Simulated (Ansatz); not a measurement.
Runs of Ansatz 0.2.0 on GdO. Symmetry: F-43m, No. 216, cubic system. The conventional cell has a = 5.400 Å, b = 5.400 Å, c = 5.400 Å, α = 90.00°, β = 90.00°, γ = 90.00°. Gd (site symmetry -43m) has 4 O at 2.34 Å as nearest neighbours. O (site symmetry -43m) is surrounded by 4 Gd at 2.34 Å. The cell comes from a database or a generator and needn't be the stable form of this composition.

| task | level | U | cell | k mesh | cutoff (eV) | points for each segment of the path | hubbard projectors | double counting | q mesh | mesh quality | gap on the mesh (eV) | pressure (GPa) | moment (μB) |
| --- | --- | --- | --- | --- | --- | --- | --- | --- | --- | --- | --- | --- | --- |
| band structure | r2SCAN+U | Gd f U = 4 eV | as given | 9 × 9 × 9 | 500 | 14 | ortho-atomic (the default) | fll (the default) | - | not flagged | none | -1.8 | (b) |
| band structure | RPBE | - | as given | 9 × 9 × 9 | 420 | 14 | - | - | - | not flagged | none | 2.1 | 7.65 |
| single point | PBE | - | as given | 3 × 3 × 3 | 420 | - | - | - | - | coarse | none | -2.2 | 7.56 |
| relaxation of cell and atoms | PBEsol+D3(BJ) | - | relaxed | 9 × 9 × 9 | 420 | - | - | - | - | not flagged | none | 0.0 | 7.49 |
| phonons | PBE | - | as given | 8 × 8 × 8 | 420 | 8 | - | - | 2 × 2 × 2 | not flagged | none | - | 7.53 |
| band structure | LDA+U | Gd f U = 5 eV | as given | 9 × 9 × 9 | 420 | 14 | ortho-atomic (the default) | fll (the default) | - | not flagged | none | -7.0 | (a) |

Alike in all rows: potentials or basis Ansatz PAW; spin collinear, ferromagnetic start; smearing fermi-dirac 0.05 eV.

Problem. Estimate the missing entries.

Solution. (a) 7.84; (b) 7.96.

Caveats: some runs use coarse meshes; spin-orbit coupling is left out, which moves the levels of the heavy elements; a cell with one magnetic atom can't hold antiferromagnetic order, which such compounds often take; the PAW data sets come from PBE, with cores solved anew for the run's functional, which leaves a small shift of forces and pressure (some runs); without U or exact exchange the open f shell lies at the Fermi level, which spoils levels, moments and volumes (some runs); the magnetic or orbital state may not be the lowest (some runs); the plane-wave basis is chosen anew once the cell has moved, so the energies of steps on either side of that aren't comparable (some runs); pairwise dispersion overbinds metals, which lowers pressure and volume (some runs).

A k mesh can miss the band edges, and the runs leave out spin-orbit coupling on Gd.

A gap of «none» marks a metal or a gap under the smearing width.
